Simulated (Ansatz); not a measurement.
# H6N3OTa: small, medium and large basis sets

One table from this session's results is given with a row withheld; the runs are named, their logs left out.

Program: Ansatz 0.2.0, Gaussian basis. Level of theory: one geometry, several basis sets. These are calculated values, not measurements.

The runs, in order: PBE0-D4/def2-SVP; ωB97M-V/def2-SVP; PBE0-D4/def2-QZVPP; ωB97M-V/def2-QZVPP; the functionals' def2-TZVPP values are taken from earlier runs.

## The relaxed structure

All runs share one geometry, relaxed beforehand with PBE0-D4 in a triple-zeta def2 set. Ta takes the def2 core potential; no spin-orbit term is included.

11 atoms, charge 0, spin multiplicity 1.

Atoms are counted from 1 here; the program's logs count them from 0.

Bond lengths: N1–Ta2 1.770 Å, N1–H6 1.005 Å, Ta2–N3 1.993 Å, Ta2–N4 1.993 Å, Ta2–O5 1.921 Å, N3–H7 1.007 Å, N3–H8 1.010 Å, N4–H9 1.010 Å, N4–H10 1.007 Å, O5–H11 0.955 Å. Angles: Ta2–N1–H6 174.0°, N1–Ta2–N3 106.0°, N1–Ta2–N4 106.0°, N1–Ta2–O5 115.0°, N3–Ta2–N4 112.4°, N3–Ta2–O5 108.7°, N4–Ta2–O5 108.7°, Ta2–N3–H7 125.3°, Ta2–N3–H8 124.6°, H7–N3–H8 110.0°, Ta2–N4–H9 124.6°, Ta2–N4–H10 125.3°, H9–N4–H10 110.0°, Ta2–O5–H11 134.2°.

The first run:

in.yaml

```yaml
crystal:
  periodic: [false, false, false]
  atoms:
    - {symbol: N, position_ang: [-1.632431, 0.258988, -0.809712]}
    - {symbol: Ta, position_ang: [-0.016439, -0.125548, -0.199474]}
    - {symbol: N, position_ang: [-0.288941, -0.962138, 1.588818]}
    - {symbol: N, position_ang: [0.955997, 1.610460, -0.086720]}
    - {symbol: O, position_ang: [0.999432, -1.331658, -1.296686]}
    - {symbol: H, position_ang: [-2.528506, 0.413755, -1.237952]}
    - {symbol: H, position_ang: [-1.175827, -1.060856, 2.056059]}
    - {symbol: H, position_ang: [0.453847, -1.303184, 2.182050]}
    - {symbol: H, position_ang: [1.913693, 1.713025, 0.217047]}
    - {symbol: H, position_ang: [0.554818, 2.515448, -0.272939]}
    - {symbol: H, position_ang: [0.829959, -1.785291, -2.119791]}
basis:
  gaussian: {orbitals: def2-SVP}
hamiltonian: {xc: pbe0, dispersion: d4}
output: {orbitals: {seedname: orbitals}}
```

Among the steps run: PBE0-D4 in def2-SVP; ωB97M-V in def2-SVP; PBE0-D4 in def2-QZVPP; ωB97M-V in def2-QZVPP.

One table of the session follows, with a row left open; its other results are not shown here.

It belongs to the step «Functionals by basis». 

| functional | basis | HOMO (eV) | LUMO (eV) |
| --- | --- | --- | --- |
| PBE0-D4 | def2-SVP | -6.80 | 0.42 |
| PBE0-D4 | def2-TZVPP | ? | ? |
| PBE0-D4 | def2-QZVPP | -7.05 | -0.18 |
| ωB97M-V | def2-SVP | -9.11 | 1.71 |
| ωB97M-V | def2-TZVPP | -9.30 | 1.38 |
| ωB97M-V | def2-QZVPP | -9.38 | 0.70 |

Estimate the missing values for PBE0-D4, def2-TZVPP.

As computed: HOMO (eV): -6.98; LUMO (eV): 0.17. In the column «HOMO (eV)» it lies between PBE0-D4, def2-QZVPP (-7.05) and PBE0-D4, def2-SVP (-6.80).
